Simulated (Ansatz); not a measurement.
This script makes an atomisation energy of BrK with the Ansatz DFT code, driven from Python.

Script `brk_tae.py`:
```python
from collections import Counter
import logging
import sys

import ansatz as az

logging.basicConfig(stream=sys.stdout, format="%(levelname)s %(message)s")
log = logging.getLogger("calc")
log.setLevel(logging.INFO)


def total_energy(molecule, charge=0, unpaired=0):
    calc = (
        molecule.calculation()
        .basis(gaussian="def2-SVPD")
        .functional("pbe0")
    )
    if charge:
        calc = calc.charge(charge)
    if unpaired:
        calc = calc.spin("collinear", total=unpaired)
    return calc.run(threads=1, pin="off").report["free_energy_ev"]


def main() -> None:
    geometry_ang = [
        ("K", (1.2721, -0.4757, 0.6361)),
        ("Br", (-1.2426, 0.4155, -0.632)),
    ]
    geometry = az.Crystal.molecule()
    for symbol, xyz in geometry_ang:
        geometry = geometry.atom(symbol, xyz)

    unpaired = {"K": 1, "Br": 1}
    counts = Counter(site.symbol for site in geometry.cartesian_sites)
    atom_energy = {s: total_energy(az.Crystal.molecule().atom(s, (0, 0, 0)), 0, unpaired[s]) for s in counts}
    whole = total_energy(geometry, 0, 0)
    for s, e in atom_energy.items():
        log.info(f"{s:2s} x{counts[s]}  {e:14.5f} eV")
    log.info(f"BrK: {whole:.5f} eV")
    split = sum(counts[s] * e for s, e in atom_energy.items()) - whole
    log.info(f"atomisation energy (no zero-point term): {23.060548 * split:.1f} kcal/mol, {split / sum(counts.values()):.3f} eV an atom")


if __name__ == "__main__":
    main()
```

What does it cost to take this molecule apart into atoms?

91.0 kcal/mol from the electronic energies, without the zero-point term.

The output:

Output of `python brk_tae.py`:
```text
INFO K  x1    -16317.63483 eV
INFO Br x1    -70028.57656 eV
INFO BrK: -86350.15607 eV
INFO atomisation energy (no zero-point term): 91.0 kcal/mol, 1.972 eV an atom
```

Total energies depend on the basis set; only differences at equal settings carry meaning. The geometry is a force-field or estimated start, not a minimum of this method, and the basis set is short of its limit. All parts are taken at fixed geometry, without zero-point energy. The spin-orbit lowering of heavy atoms is left out. Wall time of the script: 3.3 s on 1 thread of Arm Neoverse V2, with other jobs on the host, peak memory 0.19 GiB.

(Lines on the test bed's own set-up are left out of the output.)
